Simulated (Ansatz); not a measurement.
# C3H11AlO (SMILES C[Al-](C)(C)[OH2+]) at B2PLYP/6-31G(d) (spherical functions)

What is the energy change on altering one bond length of C3H11AlO at B2PLYP/6-31G* (spherical functions)? 

The calculation is run with Ansatz 0.2.0.

71 further runs of the same task are left out: 2 that didn't finish, 69 set aside as unsound or not needed.

## Step 1: The structure to begin with

C3H11AlO has 16 atoms, charge 0, and is taken as a singlet. As SMILES, `C[Al-](C)(C)[OH2+]`. Geometry: relaxed at PBE0-D4/def2-TZVP. This is one conformer, not always the lowest.

Bond lengths: C1–Al2 1.979 Å, Al2–C3 1.979 Å, Al2–C4 1.966 Å, Al2–O5 2.056 Å, C1–H6 1.097 Å, C1–H7 1.096 Å, C1–H8 1.097 Å, C3–H9 1.097 Å, C3–H10 1.097 Å, C3–H11 1.096 Å, C4–H12 1.095 Å, C4–H13 1.096 Å, C4–H14 1.095 Å, O5–H15 0.964 Å, O5–H16 0.964 Å. Some angles: C1–Al2–C3 117.8°, C1–Al2–C4 117.9°, C1–Al2–O5 96.3°, C3–Al2–C4 118.0°, C3–Al2–O5 96.3°, C4–Al2–O5 102.6°, Al2–C1–H6 113.5°, Al2–C1–H7 110.5°, Al2–C1–H8 113.0°, Al2–C3–H9 113.0°.

## Step 2: The energy at B2PLYP/6-31G(d) (spherical functions)

in.yaml

```yaml
basis:
  gaussian:
    orbitals: 6-31G_st_-spherical.json
crystal:
  periodic: [false, false, false]
  atoms:
    - symbol: C
      position_ang: [-0.637980, 0.723110, -1.712710]
    - symbol: Al
      position_ang: [0.085580, -0.140530, -0.085580]
    - symbol: C
      position_ang: [1.698930, 0.654370, 0.740480]
    - symbol: C
      position_ang: [-0.210750, -2.071140, 0.142530]
    - symbol: O
      position_ang: [-1.268240, 0.678630, 1.227590]
    - symbol: H
      position_ang: [-0.585750, 1.818080, -1.686750]
    - symbol: H
      position_ang: [-0.069050, 0.414640, -2.597260]
    - symbol: H
      position_ang: [-1.679210, 0.445600, -1.917720]
    - symbol: H
      position_ang: [1.843550, 0.343900, 1.782560]
    - symbol: H
      position_ang: [1.707300, 1.750610, 0.717030]
    - symbol: H
      position_ang: [2.601530, 0.334090, 0.207600]
    - symbol: H
      position_ang: [-0.016600, -2.405220, 1.167190]
    - symbol: H
      position_ang: [0.454110, -2.651670, -0.507280]
    - symbol: H
      position_ang: [-1.233710, -2.369370, -0.110180]
    - symbol: H
      position_ang: [-0.808840, 1.221910, 1.877580]
    - symbol: H
      position_ang: [-1.880870, 1.252980, 0.754900]
hamiltonian:
  xc: {name: B2PLYP}
correlation:
  frozen_orbitals: {Al: 5, C: 1, H: 0, O: 1}
accuracy: high
output: {orbitals: {seedname: orbitals}}
```

The basis set 6-31G* is read from a file made from the Basis Set Exchange's data (not shown).

Run with:

```bash
$ ansatz run in.yaml --threads 1 --pin off --max-ram 3480MiB --events-out events.jsonl --progress --plain --runs-dir runs
```

The log of the run:

```text
Warning: RAYON_NUM_THREADS=1 ignored (pool sized by the plan → 1); use --threads N
Functional definition: B2PLYP
  name "B2PLYP"
  parameter a = 0.53
  parameter c = 0.27
  exchange = (1 - a)*b88_x + a*exact_x
  correlation = (1 - c)*lyp_c + c*(mp2_os + mp2_ss)
2389 factors; integrals over basis functions are off by at most 5.8e-9 eV
mean field evaluation 1: about -11910.3397 eV, gradient 6.2e1 eV
mean field evaluation 2: about -11910.3908 eV, gradient 6.2e1 eV
mean field evaluation 4: about -11919.0318 eV, gradient 3.5e0 eV
mean field evaluation 8: about -11919.0622 eV, gradient 1.2e-1 eV
mean field evaluation 16: about -11919.0622 eV, gradient 7.4e-6 eV
mean field -11919.06223160 eV, -438.0174579807 hartree, gradient 3.4e-8 eV, S^2 0.000000; 0 other end points of the search recorded, 0 dependent functions left out
9 core orbitals not correlated: weight in the atoms' cores, before any rotation towards them, 1.000 or more for the frozen orbitals, at most 0.000 for the correlated occupied ones
reference -11919.06226213 eV, -438.0174591028 hartree; 16, 16 occupied and 71, 71 virtual orbitals, 2389 factors
second order -21.09874398 eV of doubles, -0.00000000 eV of singles
Total energy: -11924.75892301 eV, -438.2268075285 hartree
```

Run time: 19 s. Hardware: 1 thread of Arm Neoverse V1, shared host; peak memory 0.39 GiB.

## Step 3: The distorted shape

run.yaml

```yaml
basis:
  gaussian: {orbitals: 6-31G_st_-spherical.json}
crystal:
  periodic: [false, false, false]
  atoms:
    - symbol: C
      position_ang: [-0.434918, 0.600243, -1.909675]
    - symbol: Al
      position_ang: [0.288642, -0.263397, -0.282545]
    - symbol: C
      position_ang: [1.901992, 0.531503, 0.543515]
    - symbol: C
      position_ang: [-0.007688, -2.194007, -0.054435]
    - symbol: O
      position_ang: [-1.268240, 0.678630, 1.227590]
    - symbol: H
      position_ang: [-0.382688, 1.695213, -1.883715]
    - symbol: H
      position_ang: [0.134012, 0.291773, -2.794225]
    - symbol: H
      position_ang: [-1.476148, 0.322733, -2.114685]
    - symbol: H
      position_ang: [2.046612, 0.221033, 1.585595]
    - symbol: H
      position_ang: [1.910362, 1.627743, 0.520065]
    - symbol: H
      position_ang: [2.804592, 0.211223, 0.010635]
    - symbol: H
      position_ang: [0.186462, -2.528087, 0.970225]
    - symbol: H
      position_ang: [0.657172, -2.774537, -0.704245]
    - symbol: H
      position_ang: [-1.030648, -2.492237, -0.307145]
    - symbol: H
      position_ang: [-0.808840, 1.221910, 1.877580]
    - symbol: H
      position_ang: [-1.880870, 1.252980, 0.754900]
hamiltonian: {xc: {name: B2PLYP}}
correlation: {frozen_orbitals: {Al: 5, C: 1, H: 0, O: 1}}
accuracy: high
output: {orbitals: {seedname: orbitals}}
```

The basis set 6-31G* is read from a file made from the Basis Set Exchange's data (not shown).

Run with:

```bash
$ ansatz run run.yaml --threads 1 --pin off --max-ram 3480MiB --events-out events.jsonl --progress --plain --runs-dir runs
```

The log of the run, cut to the lines that bear on the results:

```text
Warning: RAYON_NUM_THREADS=1 ignored (pool sized by the plan → 1); use --threads N
[... 2 set-up lines as earlier in the session ...]
[...]
2369 factors; integrals over basis functions are off by at most 7.2e-9 eV
[...]
mean field -11918.94936038 eV, -438.0133100399 hartree, gradient 1.6e-8 eV, S^2 0.000000; 0 other end points of the search recorded, 0 dependent functions left out
9 core orbitals not correlated: weight in the atoms' cores, before any rotation towards them, 1.000 or more for the frozen orbitals, at most 0.000 for the correlated occupied ones
reference -11918.94939073 eV, -438.0133111553 hartree; 16, 16 occupied and 71, 71 virtual orbitals, 2369 factors
second order -21.09323131 eV of doubles, -0.00000000 eV of singles
Total energy: -11924.64456319 eV, -438.2226048827 hartree
```

Run time: 19 s. Hardware: 1 thread of Arm Neoverse V1, shared host; peak memory 0.38 GiB.

## Step 4: What came out

At B2PLYP/6-31G* (spherical functions), 9 core orbitals frozen:

```
                                                          quantity          value
                                         first shape: total energy  -438.22681 Eh
                    first shape: HOMO energy (SCF part's orbitals)       -7.78 eV
                    first shape: LUMO energy (SCF part's orbitals)        1.53 eV
                  first shape: HOMO–LUMO gap (SCF part's orbitals)        9.31 eV
                                     distorted shape: total energy  -438.22260 Eh
                distorted shape: HOMO energy (SCF part's orbitals)       -7.90 eV
                distorted shape: LUMO energy (SCF part's orbitals)        1.57 eV
              distorted shape: HOMO–LUMO gap (SCF part's orbitals)        9.47 eV
energy change with the Al2–O5 bond stretched from 2.056 to 2.365 Å       0.114 eV
```

What this shows: With the Al2–O5 bond stretched from 2.056 to 2.365 Å the energy rises by 0.11 eV (2.6 kcal/mol). The first shape isn't relaxed at this level, so the change isn't measured from a minimum.
